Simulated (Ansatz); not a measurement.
What does this script print? It uses Ansatz's Python interface.

`energy.py`:
```python
"""Electronic structure of the ClF2GeHSe molecule."""

import argparse
import sys

import ansatz as az

parser = argparse.ArgumentParser(description="Electronic structure of the ClF2GeHSe molecule.")
parser.add_argument("--basis-set", default="cc-pVDZ", help="basis")
parser.add_argument("--xc", required=True, help="exchange-correlation functional")
args = parser.parse_args()

mol = (
    az.Crystal.molecule()
    .atom("F", [1.7389, -1.3721, 0.5309])
    .atom("Ge", [0.1776, -0.5032, 0.1683])
    .atom("F", [-0.9541, -0.6945, 1.5079])
    .atom("Cl", [-0.6343, -1.3339, -1.6188])
    .atom("Se", [0.6044, 1.7845, -0.1922])
    .atom("H", [-0.8905, 2.0551, -0.4423])
)

model = mol.calculation().basis(gaussian=args.basis_set).functional(args.xc)
try:
    report = model.run(threads=1).report
except az.AnsatzError as error:
    sys.exit(f"{type(error).__name__}: {error}")

for key in ("converged", "free_energy_ev", "reference_energy_ev", "n_frozen", "n_occupied", "n_virtual"):
    print(f"{key:22s} {report[key]}")
```

```console
$ python energy.py --xc pbe
converged              True
free_energy_ev         -139814.3183379564
reference_energy_ev    -139814.3183379564
n_frozen               0
n_occupied             [51, 51]
n_virtual              [54, 54]
```

What to keep in mind:
- The settings weren't tested for convergence.
- The geometry is a force-field or estimated start, not a minimum of this method, and the basis set is short of its limit.
- Run time: 3.7 s on 1 thread of Arm Neoverse V2, on a shared host, peak memory 0.23 GiB.

(A comment or docstring line of the script was reworded after the run, the code is as it ran; lines on the test bed's own set-up are left out of the output.)
